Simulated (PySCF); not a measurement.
# C7H19NPSi+: magnetic properties

Programs: PySCF 2.14.0, with routines of our own; each step states its level. All values are computed. Atoms count from 0.

## 1. The system as given

29 atoms, charge 1, multiplicity 1; geometry from: GFN2-xTB.

## 2. Magnetic properties: GIAO B97-2/pcSseg-1

What the job is given:

```
{"job": {"kind": "mag", "xc": "B97-2", "basis": "pcSseg-1", "isotopologues": 0}, "charge": 1, "multiplicity": 1}
C      0.666684     2.768067    -0.833958
C     -0.577275     2.011620    -0.391419
P     -0.243152     0.234192     0.032781
N     -1.356371    -0.937851    -0.332929
C     -2.523683    -1.107542     0.528610
C     -1.619118    -1.184103    -1.745601
C      0.790889    -0.279831     1.414238
C      1.369819     0.666949     2.430399
C      1.429397    -0.413458     0.006794
Si     1.872568    -2.145978    -0.691830
H      1.402164     2.844697    -0.036578
H      1.129630     2.284325    -1.691373
H      0.386799     3.778558    -1.123812
H     -1.041355     2.479038     0.481093
H     -1.315206     1.984290    -1.200507
H     -2.755312    -2.172287     0.589534
H     -2.296361    -0.737756     1.528091
H     -3.405793    -0.586124     0.147362
H     -1.927376    -2.222933    -1.865237
H     -2.408247    -0.537068    -2.138905
H     -0.702506    -1.024624    -2.313799
H      0.465148    -1.226082     1.836119
H      1.640903     1.620399     1.983770
H      0.666116     0.848914     3.241101
H      2.269219     0.227338     2.861057
H      2.175776     0.349727    -0.191095
H      0.829671    -3.055290    -0.217112
H      1.865705    -1.991819    -2.146701
H      3.191356    -2.447416    -0.149235
```

Method: GIAO B97-2/pcSseg-1 magnetisability, rotational g tensor and spin-rotation constants, non-relativistic, gas phase.

On the command line:

```console
OMP_NUM_THREADS=1 python excited_run.py task.json out
```

This one command runs all jobs of the session in turn.

**Question.** How long does this first job take on 1 thread of AMD EPYC, shared host, and how much memory does it need?

About 4.4 min, with a peak of 1.4 GiB.
